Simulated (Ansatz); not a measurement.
# Ag (Silver): the cost of one run

Program: the Python package of Ansatz 0.2.0. Level of theory: DFT PBEsol, plane waves, PAW. These are calculated values, not measurements.

## 1. The system

It takes space group Fm-3m (No. 225, cubic). Conventional cell: a = 4.085 Å, b = 4.085 Å, c = 4.085 Å, α = 90.00°, β = 90.00°, γ = 90.00°. Ag (site symmetry m-3m) is surrounded by 12 Ag at 2.89 Å.

Input file ag.cif:

```cif
data_Ag
_cell_length_a 2.888885
_cell_length_b 2.888885
_cell_length_c 2.888885
_cell_angle_alpha 60.00000
_cell_angle_beta 60.00000
_cell_angle_gamma 60.00000
_symmetry_space_group_name_H-M 'P 1'
_symmetry_Int_Tables_number 1
loop_
_symmetry_equiv_pos_as_xyz
'x, y, z'
loop_
_atom_site_label
_atom_site_type_symbol
_atom_site_fract_x
_atom_site_fract_y
_atom_site_fract_z
Ag1 Ag    0.000000    0.000000    0.000000
```

## 2. Script

The input, run_slab.py:

```python
"""Slab calculation for Ag."""

import warnings

import ansatz
from ase.build import surface
from ase.io import read
import numpy as np

warnings.simplefilter("ignore", ansatz.DeckWarning)

atoms = read("ag.cif")
# the plane is named in the basis of this cell
slab = surface(atoms, (1, 1, 1), 4, vacuum=8.0)
slab.pbc = True

print(slab.get_chemical_formula(), "area {:.3f} A^2, cell height {:.2f} A".format(np.linalg.norm(np.cross(slab.cell[0], slab.cell[1])), slab.cell[2, 2]))


def common(structure):
    return (
        ansatz.Crystal.from_ase(structure).calculation()
        .mixing("anderson")
        .basis(320)
        .occupations("methfessel_paxton", width=0.01)
        .scf(tolerance=1e-08)
        .functional("pbesol")
    )


setup = (
    common(slab)
    .kpoints(7, 7, 1)  # sampling of the Brillouin zone
    .electric_field(axis=3, dipole_correction=True)
    .potential()  # keep the local potentials
    .forces()
)
done = setup.run(threads=1)
data = done.report

print(f"slab free energy {data['free_energy_ev']:.4f} eV, Fermi level {data['fermi_energy_ev']:.3f} eV")
face = data["work_function"]
print("work function (eV), upper and lower face:", *(round(face[k], 3) for k in ("phi_plus_ev", "phi_minus_ev") if face.get(k) is not None))
print(f"dipole {face['dipole_moment_e_ang']:+.4f} e A")

# two faces, so half the excess energy for each
bulk = common(atoms).kpoints(9, 9, 9).run(threads=1).report
excess = data["free_energy_ev"] - bulk["free_energy_ev"] * len(slab) / len(atoms)
area = np.linalg.norm(np.cross(slab.cell[0], slab.cell[1]))
print(f"mean surface energy {excess / (2 * area) * 16.02177:.3f} J/m^2 ({1000 * excess / (2 * area):.1f} meV/A^2)")

print("z (A) and force along z (eV/A)")
for site, force in sorted(zip(done.lattice.sites, data["forces_ev_ang"]), key=lambda pair: pair[0].position_ang[2]):
    print(f"{site.symbol:3s} {site.position_ang[2]:8.3f} {force[2]:9.4f}")
```

## 3. The input behind the calls

The package turns the script's settings into the engine's input (first run):

```yaml
crystal:
  lattice:
    - [2.8888849999999997, 0.0, 0.0]
    - [-1.4444424999999996, 2.501847798611808, 0.0]
    - [0.0, -0.0, 23.076294175580184]
  atoms:
    - { symbol: Ag, position: [0.0, 0.0, 0.34667611441986934] }
    - { symbol: Ag, position: [0.6666666666666667, 0.33333333333333337, 0.44889203813995643] }
    - { symbol: Ag, position: [0.3333333333333335, 0.6666666666666667, 0.5511079618600435] }
    - { symbol: Ag, position: [0.9999999999999999, 0.0, 0.6533238855801307] }
basis:
  ecutwfc: 320.0
kpoints:
  mp_grid:
    grid: [7, 7, 1]
hamiltonian:
  xc: pbesol
efield:
  axis: 3
  dipole_correction: true
scf:
  convergence:
    dr2_threshold: 1.0e-08
  mixing:
    algorithm: anderson
  occupations:
    method: methfessel_paxton
    width: 0.01
output:
  write_potential: true
  forces: true
```

## 4. The run

On the command line:

```bash
python run_slab.py
```

Q: Estimate wall time and peak memory on 1 thread of Arm Neoverse V2, shared host.

About 8.7 s, with a peak of 0.44 GiB.
